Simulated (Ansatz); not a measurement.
**CSe: a ladder of functionals and wavefunction methods**

Aim: compute CSe with functionals from several rungs and with coupled cluster. The yardstick is the atomisation energy at the CCSD(T) limit.

Computed with Ansatz 0.2.0, Gaussian basis. Level: functionals in def2-TZVPP, the program's frozen cores in correlated methods.

Plan: LDA (SPW92), PBE-D4, revPBE-D4, BLYP-D4, r2SCAN-D4, B97M-V, PBE0-D4, B3LYP-D4, r2SCANh-D4, r2SCAN0-D4, HSE06-D4, BHLYP-D4, CAM-B3LYP-D4, LC-ωPBE, ωB97X-V, ωB97M-V, B2PLYP, PBE-QIDH; CCSD(T)/def2-SVP; CCSD(T)/def2-TZVPP; CCSD(T)/def2-QZVPP; extrapolation to the limit; RPA on PBE.

### 1 The geometry

The geometry comes from an earlier relaxation with PBE0-D4 in a triple-zeta def2 set; it is a stationary point.

SMILES `[C-]#[Se+]`, 2 atoms, charge 0, spin multiplicity 1.

Atoms are counted from 1 here; the program's logs count them from 0.

Bond lengths: C1–Se2 1.671 Å.

Geometry (Å):

```
atom    x (Å)    y (Å)    z (Å)
  C1  -0.7097   0.2566  -0.3589
 Se2   0.7097  -0.2566   0.3589
```

### 2 LDA

This LDA is Slater exchange with PW92 correlation.

in.yaml

```yaml
crystal:
  periodic: [false, false, false]
  atoms:
    - {symbol: C, position_ang: [-0.709713, 0.256590, -0.358863]}
    - {symbol: Se, position_ang: [0.709713, -0.256590, 0.358863]}
basis:
  gaussian: {orbitals: def2-TZVPP}
hamiltonian: {xc: lda}
output: {orbitals: {seedname: orbitals}}
```

Started as:

```sh
$ ansatz run in.yaml --threads 2 --pin off --events-out ev --progress --plain --max-ram 32768MiB --backend cpu
```

Further steps of the session: PBE-D4 (GGA); revPBE-D4 (GGA); BLYP-D4 (GGA); r2SCAN-D4 (meta-GGA); B97M-V (meta-GGA); PBE0-D4 (hybrid); B3LYP-D4 (hybrid); r2SCANh-D4 (hybrid); r2SCAN0-D4 (hybrid); HSE06-D4 (hybrid); BHLYP-D4 (hybrid); CAM-B3LYP-D4 (range-separated); LC-ωPBE (range-separated); ωB97X-V (range-separated); ωB97M-V (range-separated); B2PLYP (double hybrid); PBE-QIDH (double hybrid); CCSD(T) in def2-SVP; CCSD(T) in def2-TZVPP; CCSD(T) in def2-QZVPP; RPA on PBE orbitals.

Before running them: what should the planned runs give, taken together? Wanted: atomisation energy, CCSD(T)/CBS; farthest beyond LDA; mean size of error, GGA; mean size of error, meta-GGA; mean size of error, hybrid; mean size of error, range-separated; mean size of error, double hybrid; gap, smallest and largest; T1 diagnostic.

The runs gave:

| quantity | value |
| --- | --- |
| atomisation energy, CCSD(T)/CBS | 6.336 eV |
| functionals within 0.063 eV (1.0 %) | none; nearest revPBE-D4 (+0.066 eV) |
| farthest beyond LDA | BHLYP-D4 (-0.955 eV) |
| mean size of error, GGA | 0.160 eV |
| mean size of error, meta-GGA | 0.193 eV |
| mean size of error, hybrid | 0.451 eV |
| mean size of error, range-separated | 0.449 eV |
| mean size of error, double hybrid | 0.240 eV |
| gap, smallest and largest | 3.52 eV (LDA (SPW92)), 11.20 eV (LC-ωPBE) |
| T1 diagnostic | 0.0220 |
| triples share of the correlation energy | 5.6 % |

**Reading.** The LDA atomisation energy is off by 1.275 eV (20 %): it overbinds. PBE-D4 is off by +0.332 eV. Double hybrids carry the basis error of their MP2 part in triple zeta, and no dispersion term here, so their miss is partly the set-up's. Taken by rung, GGA functionals do best (0.160 eV on average) and hybrid ones worst beyond LDA (0.451 eV). The gap between the best rungs is small, so their order is not settled. The mean of the hybrids holds BHLYP, with half exact exchange. RPA and LDA stand outside this count. Misses under about 0.063 eV are within the doubt on the reference itself, which lacks core-valence correlation, relativity and higher excitations, and its outer-core shells are covered unevenly. All levels share the lack of spin-orbit coupling, which lowers the free heavy atoms and so the true binding. Hartree-Fock recovers 46 % of the binding; the rest is correlation. CCSD(T) in def2-SVP is off by -0.568 eV, so the small basis spoils what the method gains. The gap grows from 3.5 to 11.2 eV across the functionals, mostly with the share of exact exchange. T1 = 0.022 passes the customary mark of 0.02 by a little. The restricted reference is unstable towards a spin-broken one. Correlated methods include outer-core shells of Se, which these sets cover unevenly.
